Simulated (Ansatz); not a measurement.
# AlH5O2Si: the cost of one run

Method: RKS PBE0-D4/def2-SVP, in Ansatz 0.2.0.

## (1) The starting structure

Bond lengths: O1–Al2 1.778 Å, Al2–O3 1.815 Å, O3–Si4 1.719 Å, O1–H5 0.993 Å, Al2–H6 1.608 Å, Si4–H7 1.437 Å, Si4–H8 1.503 Å, Si4–H9 1.475 Å. Angles: O1–Al2–O3 118.3°, O1–Al2–H6 120.8°, O3–Al2–H6 120.8°, Al2–O1–H5 108.3°, Al2–O3–Si4 107.1°, O3–Si4–H7 113.0°, O3–Si4–H8 106.1°, O3–Si4–H9 108.9°, H7–Si4–H8 109.3°, H7–Si4–H9 112.4°, H8–Si4–H9 106.8°.

Coordinates:

```xyz
9

O    -1.9199    1.5004   -0.3582
Al   -0.1567    1.3953   -0.1540
O     0.4948    0.3414    1.1718
Si    0.7582   -1.2169    0.4946
H    -2.2018    0.7971   -1.0008
H     0.8357    2.1747   -1.1507
H     1.6431   -1.1957   -0.6370
H    -0.5915   -1.7157    0.0609
H     1.2266   -2.1269    1.5562
```

## (2) Relaxing end A

File input.yaml:

```yaml
crystal:
  periodic: [false, false, false]
  atoms:
    - { symbol: O, position_ang: [-1.9199, 1.5004, -0.3582] }
    - { symbol: Al, position_ang: [-0.1567, 1.3953, -0.154] }
    - { symbol: O, position_ang: [0.4948, 0.3414, 1.1718] }
    - { symbol: Si, position_ang: [0.7582, -1.2169, 0.4946] }
    - { symbol: H, position_ang: [-2.2018, 0.7971, -1.0008] }
    - { symbol: H, position_ang: [0.8357, 2.1747, -1.1507] }
    - { symbol: H, position_ang: [1.6431, -1.1957, -0.637] }
    - { symbol: H, position_ang: [-0.5915, -1.7157, 0.0609] }
    - { symbol: H, position_ang: [1.2266, -2.1269, 1.5562] }
basis:
  gaussian: { orbitals: def2-SVP }
hamiltonian:
  xc: pbe0
  dispersion: d4
relax:
  f_tol: 0.015
  max_steps: 40
```

The run is started by

```
$ ansatz run input.yaml --threads 1 --pin off --max-ram 2048MiB --backend cpu --events-out ev --progress --plain --runs-dir out
```

**Question.** How long does this run take on 1 thread of Arm Neoverse V1, shared host, and how much memory does it need?

About 52 s, with a peak of 0.17 GiB.
